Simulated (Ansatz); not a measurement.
Write a Python script for Ansatz 0.2.0 through its Python package that makes a band structure of Ni, space group P6_3/mmc. Settings: LDA, PAW, the default cutoff (420 eV here), 13×13×7 k-points, Fermi-Dirac smearing of 0.1 eV, collinear spin.

```
CELL_PARAMETERS angstrom
2.44802 0.00000 0.00000
-1.22401 2.12005 0.00000
0.00000 0.00000 4.07281
ATOMIC_POSITIONS crystal
Ni 0.33333 0.66667 0.25000
Ni 0.66667 0.33333 0.75000
```

`ni_bands.py`
```python
"""Band structure of Ni."""

import warnings

import ansatz as az
import numpy as np

warnings.simplefilter("ignore", az.DeckWarning)

vectors = np.array([
    [2.448023, 0.0, 0.0],
    [-1.224011, 2.12005, 0.0],
    [0.0, 0.0, 4.072808],
])
system = (
    az.Lattice.of(vectors)
    .atom("Ni", (1 / 3, 2 / 3, 0.25))
    .atom("Ni", (2 / 3, 1 / 3, 0.75))
    .moments(Ni=1.0)
)

# vertices of the path, as fractions of the reciprocal vectors
path = [
    ("G", (0.0, 0.0, 0.0)),
    ("M", (0.5, 0.0, 0.0)),
    ("K", (0.33333, 0.33333, 0.0)),
    ("G", (0.0, 0.0, 0.0)),
    ("A", (0.0, 0.0, 0.5)),
    ("L", (0.5, 0.0, 0.5)),
]
setup = (
    system.calculation()
    .occupations("fermi_dirac")
    .kpoints(13, 13, 7)  # sampling of the Brillouin zone
    .functional("lda")
    .spin("collinear")
    .band_structure([point for _, point in path], intervals=8)  # levels along the path at the converged density
    .scf(extra_bands=8)
)
history = []
done = setup.session().plan().execute(on_event=lambda event: history.append(event["data"]["dr2_ev"]) if event["event"] == "scf_iter" else None)
rep = done.report
print("density residual by iteration (eV):", " ".join(f"{value:.1e}" for value in history[:40]))

print("%-22s %14.5f eV" % ("F = E - TS", rep["free_energy_ev"]))
print("%-22s %14.5f eV" % ("E", rep["internal_energy_ev"]))
print("%-22s %14.5f eV" % ("Harris-Foulkes", rep["harris_foulkes_ev"]))
print("%-22s %14.5f eV" % ("Fermi level", rep["fermi_energy_ev"]))

print(f"net moment {rep['magnetization_mub']:.3f} muB, absolute {rep['absolute_magnetization_mub']:.3f} muB")
for index, (site, m) in enumerate(zip(done.lattice.sites, rep["site_moments_mub"])):
    print(f"  {index:2d} {site.symbol:2s} {m:7.3f}")

bands = done.band_structure()
fermi = bands.fermi_energy_ev
print(f"zero of the bands: {fermi:.3f} eV, the Fermi level found on the SCF mesh")
for spin, channel in enumerate(bands.channels):
    levels = channel.eigenvalues_ev - fermi
    crossing = [b for b in range(levels.shape[1]) if levels[:, b].min() < 0 < levels[:, b].max()]
    print(f"channel {spin}: bands that cross the Fermi level on this path:", [b + 1 for b in crossing] or "none")
    shown = crossing or sorted(np.argsort(np.abs(levels).min(axis=0))[:2])
    for k, row in zip(bands.kpoints_frac, levels[:, shown]):
        print(f"{k[0]:7.3f} {k[1]:7.3f} {k[2]:7.3f}  ", " ".join(f"{e:8.3f}" for e in row))
```

```console
$ python ni_bands.py
density residual by iteration (eV): 2.2e+00 2.6e-02 6.0e-02 4.5e-02 4.6e-04 1.1e-02 3.3e-04 1.6e-04 7.1e-06 6.4e-08 7.0e-09 2.4e-11
F = E - TS               -11546.73076 eV
E                        -11546.60982 eV
Harris-Foulkes           -11546.73076 eV
Fermi level                  18.39433 eV
net moment 1.208 muB, absolute 1.327 muB
   0 Ni   0.631
   1 Ni   0.631
zero of the bands: 18.394 eV, the Fermi level found on the SCF mesh
channel 0: bands that cross the Fermi level on this path: [19, 20]
  0.000   0.000   0.000     -0.656   -0.619
  0.062   0.000   0.000     -0.641    0.345
  0.125   0.000   0.000     -0.606    1.456
  0.188   0.000   0.000     -0.566    2.687
  0.250   0.000   0.000     -0.534    4.032
  0.312   0.000   0.000     -0.511    5.479
  0.375   0.000   0.000     -0.481    5.965
  0.438   0.000   0.000      0.451    4.319
  0.500   0.000   0.000      1.245    3.165
  0.479   0.042   0.000      1.320    3.210
  0.458   0.083   0.000      1.537    3.338
  0.437   0.125   0.000      1.872    3.532
  0.417   0.167   0.000      2.305    3.778
  0.396   0.208   0.000      2.816    4.067
  0.375   0.250   0.000      3.393    4.397
  0.354   0.292   0.000      4.021    4.778
  0.333   0.333   0.000      4.526    5.220
  0.292   0.292   0.000      2.709    6.318
  0.250   0.250   0.000      1.064    7.398
  0.208   0.208   0.000     -0.054    6.771
  0.167   0.167   0.000     -0.592    4.958
  0.125   0.125   0.000     -0.585    3.310
  0.083   0.083   0.000     -0.604    1.827
  0.042   0.042   0.000     -0.637    0.509
  0.000   0.000   0.000     -0.656   -0.619
  0.000   0.000   0.062     -0.658   -0.658
  0.000   0.000   0.125     -0.668   -0.668
  0.000   0.000   0.187     -0.685   -0.685
  0.000   0.000   0.250     -0.713   -0.713
  0.000   0.000   0.312     -0.753   -0.753
  0.000   0.000   0.375     -0.808   -0.808
  0.000   0.000   0.437     -0.876   -0.876
  0.000   0.000   0.500     -0.958   -0.958
  0.062   0.000   0.500     -0.918   -0.918
  0.125   0.000   0.500     -0.805   -0.805
  0.188   0.000   0.500     -0.635   -0.635
  0.250   0.000   0.500     -0.421   -0.421
  0.312   0.000   0.500     -0.144   -0.144
  0.375   0.000   0.500      0.300    0.300
  0.438   0.000   0.500      0.992    0.992
  0.500   0.000   0.500      1.426    1.426
channel 1: bands that cross the Fermi level on this path: [16, 17, 18, 19, 20]
  0.000   0.000   0.000     -0.983   -0.983   -0.591    0.007    0.007
  0.062   0.000   0.000     -1.219   -1.024   -0.984    0.022    0.726
  0.125   0.000   0.000     -1.259   -1.133   -1.096    0.060    1.798
  0.188   0.000   0.000     -1.243   -1.221   -0.996    0.101    3.003
  0.250   0.000   0.000     -0.977   -0.853   -0.672    0.136    4.324
  0.312   0.000   0.000     -0.514   -0.464   -0.330    0.160    5.746
  0.375   0.000   0.000     -0.123   -0.014    0.121    0.174    6.220
  0.438   0.000   0.000      0.104    0.182    0.220    0.979    4.632
  0.500   0.000   0.000      0.183    0.184    0.307    1.699    3.538
  0.479   0.042   0.000      0.171    0.180    0.275    1.768    3.584
  0.458   0.083   0.000      0.137    0.169    0.186    1.969    3.713
  0.437   0.125   0.000      0.065    0.088    0.147    2.284    3.907
  0.417   0.167   0.000     -0.060    0.033    0.112    2.694    4.148
  0.396   0.208   0.000     -0.164   -0.016    0.064    3.182    4.424
  0.375   0.250   0.000     -0.224   -0.055    0.002    3.736    4.737
  0.354   0.292   0.000     -0.224   -0.078   -0.072    4.342    5.095
  0.333   0.333   0.000     -0.159   -0.159   -0.085    4.828    5.512
  0.292   0.292   0.000     -0.365   -0.062    0.061    3.115    6.563
  0.250   0.250   0.000     -0.605   -0.011    0.149    1.598    7.619
  0.208   0.208   0.000     -0.863   -0.054    0.040    0.565    7.029
  0.167   0.167   0.000     -1.120   -0.496   -0.175    0.075    5.240
  0.125   0.125   0.000     -1.134   -1.003   -0.744    0.082    3.617
  0.083   0.083   0.000     -1.280   -1.160   -1.036    0.062    2.161
  0.042   0.042   0.000     -1.322   -1.067   -0.975    0.026    0.882
  0.000   0.000   0.000     -0.983   -0.983   -0.591    0.007    0.007
  0.000   0.000   0.062     -0.963   -0.963   -0.722    0.004    0.004
  0.000   0.000   0.125     -1.054   -0.907   -0.907   -0.005   -0.005
  0.000   0.000   0.187     -1.457   -0.823   -0.823   -0.022   -0.022
  0.000   0.000   0.250     -1.612   -0.723   -0.723   -0.050   -0.050
  0.000   0.000   0.312     -1.665   -0.614   -0.614   -0.091   -0.091
  0.000   0.000   0.375     -1.718   -0.504   -0.504   -0.147   -0.147
  0.000   0.000   0.437     -1.766   -0.399   -0.399   -0.217   -0.217
  0.000   0.000   0.500     -1.805   -0.302   -0.302   -0.302   -0.302
  0.062   0.000   0.500     -1.750   -0.310   -0.310   -0.266   -0.266
  0.125   0.000   0.500     -1.594   -0.330   -0.330   -0.164   -0.164
  0.188   0.000   0.500     -1.368   -0.343   -0.343   -0.009   -0.009
  0.250   0.000   0.500     -1.134   -0.312   -0.312    0.183    0.183
  0.312   0.000   0.500     -0.979   -0.184   -0.184    0.417    0.417
  0.375   0.000   0.500     -0.924    0.018    0.018    0.755    0.755
  0.438   0.000   0.500     -0.591    0.191    0.191    1.284    1.284
  0.500   0.000   0.500     -0.423    0.257    0.257    1.633    1.633
```

Notes:
- Total energies depend on the potentials; only differences at equal settings carry meaning. A total without «per atom» is that of the cell as typed.
- The magnetic order follows from the starting moments and needn't be the lowest.
- For a metal this k-point mesh is coarse: on a finer one energies can move by several to tens of meV an atom and pressures by half a GPa or more, differences at one mesh by less.
- An absolute Fermi energy rests on an arbitrary zero of the periodic potential and has no direct meaning.
- This isn't the structure that Ni takes at ambient conditions.
- Gaps and levels are Kohn-Sham values on a finite set of k-points.
- Wall time of the script: 9.1 s on 1 thread of Intel(R) Xeon(R) Processor @ 2.30GHz, on a shared host, peak memory 0.53 GiB.
